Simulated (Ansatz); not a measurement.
This script drives the Ansatz DFT code, driven from Python.

The script, `formation_kyo3.py`:
```python
from collections import Counter
import warnings

import ansatz as az
import numpy as np
from tabulate import tabulate

FUNCTIONAL = "lda"
ECUT = 380
MAX_ITERATIONS = 100
EXTRA_BANDS = 12
KSPACING = 0.26
FILLING = "fermi_dirac"
SIGMA = 0.05

PHASES = {
    "KYO3": (
        [(4.49754, 0.0, 0.0), (0.0, 4.49754, 0.0), (0.0, 0.0, 4.49754)],
        [
            ("K", (0.0, 0.0, 0.0)),
            ("Y", (0.5, 0.5, 0.5)),
            ("O", (0.5, 0.5, 0.0)),
            ("O", (0.5, 0.0, 0.5)),
            ("O", (0.0, 0.5, 0.5)),
        ],
    ),
    "K": (
        [(-2.6125, 2.6125, 2.6125), (2.6125, -2.6125, 2.6125), (2.6125, 2.6125, -2.6125)],
        [
            ("K", (0.0, 0.0, 0.0)),
        ],
    ),
    "Y": (
        [(3.6474, 0.0, 0.0), (-1.8237, 3.15874, 0.0), (0.0, 0.0, 5.7306)],
        [
            ("Y", (1 / 3, 2 / 3, 0.25)),
            ("Y", (2 / 3, 1 / 3, 0.75)),
        ],
    ),
    "O2": (
        [(9.0, 0.0, 0.0), (0.0, 9.5, 0.0), (0.0, 0.0, 10.0)],
        [
            ("O", (0.5, 0.5, 0.4385)),
            ("O", (0.5, 0.5, 0.5615)),
        ],
    ),
}


def build(vectors, sites):
    crystal = az.Crystal(lattice=az.Lattice.of(vectors))
    for symbol, position in sites:
        crystal = crystal.atom(symbol, position)
    return crystal

POLARISED = {"O2"}

GASES = {"O2"}


def solve(name, crystal):
    calc = (
        crystal.calculation()
        .functional(FUNCTIONAL)
        .basis(ECUT, density_ratio=8)
        .mixing("anderson", preconditioner="local_kerker")
        .scf(max_iterations=MAX_ITERATIONS, extra_bands=EXTRA_BANDS, algorithm="density_mixing")
        .kpoints(spacing=KSPACING)
        .occupations(FILLING, width=SIGMA)
        .stress()
    )
    if name in POLARISED:
        calc = calc.spin("collinear")
    if name in GASES:
        return calc.kpoints(1, 1, 1).relax(force_tolerance=0.03).run(threads=1)
    calc = calc.relax(force_tolerance=0.03, cell=True)
    return calc.run(threads=1)


def counts(outcome):
    return Counter(site.symbol for site in outcome.lattice.sites)

def formation_energy(outcome, mu):
    n = counts(outcome)
    return (outcome.report["energy_sigma0_ev"] - sum(k * mu[element] for element, k in n.items())) / sum(n.values())


def volume_per_atom(outcome):
    return abs(np.linalg.det(outcome.lattice.cell_ang)) / len(outcome.lattice.sites)

warnings.simplefilter("ignore", az.DeckWarning)

phases = {name: build(*cell) for name, cell in PHASES.items()}
phases["O2"] = phases["O2"].moments(O=1.0)

done = {name: solve(name, crystal) for name, crystal in phases.items()}

references = {"K": "K", "Y": "Y", "O": "O2"}
mu = {element: done[name].report["energy_sigma0_ev"] / len(done[name].lattice.sites) for element, name in references.items()}

target = done["KYO3"]
heat = formation_energy(target, mu)
rows = [(name, len(o.lattice.sites), volume_per_atom(o), formation_energy(o, mu)) for name, o in done.items()]
print(tabulate(rows, headers=["phase", "atoms", "V (A^3/atom)", "E_form (eV/atom)"], floatfmt=".4f", tablefmt="github"))
```

It is started by `python formation_kyo3.py`. How long does it take on 1 thread of Arm Neoverse V2, on a shared host, and how much memory does it need?

It took about 46 s, with a peak of 0.98 GiB, for 4 runs of the engine.

Output of `python formation_kyo3.py`:
```text
| phase   |   atoms |   V (A^3/atom) |   E_form (eV/atom) |
|---------|---------|----------------|--------------------|
| KYO3    |       5 |        16.1553 |            -2.0369 |
| K       |       1 |        64.2836 |             0.0000 |
| Y       |       2 |        29.8897 |             0.0000 |
| O2      |       2 |       427.5000 |             0.0000 |
```

What to keep in mind:
- The settings weren't tested for convergence.
- The cutoff lies under the one recommended for these potentials.
- The magnetic order follows from the starting moments and needn't be the lowest.
- For the metals among these phases the mesh is modest: differences between phases can be off by up to 40 meV an atom.
- The program warned that this SCF threshold is loose for forces or stresses.
- The cells come from databases of deposited and of computed structures, and not all need be stable phases.
- The compound is the structure given, not necessarily its lowest; energies are at zero temperature, with no correction for gases. Magnetic phases start from parallel moments and may not end in their lowest magnetic state. A semilocal functional's error on such energies is often 0.05 to 0.1 eV an atom, and 0.1 to 0.3 eV against gases such as O2 or F2.
- The script silences the warnings on its input, which a real study should read.
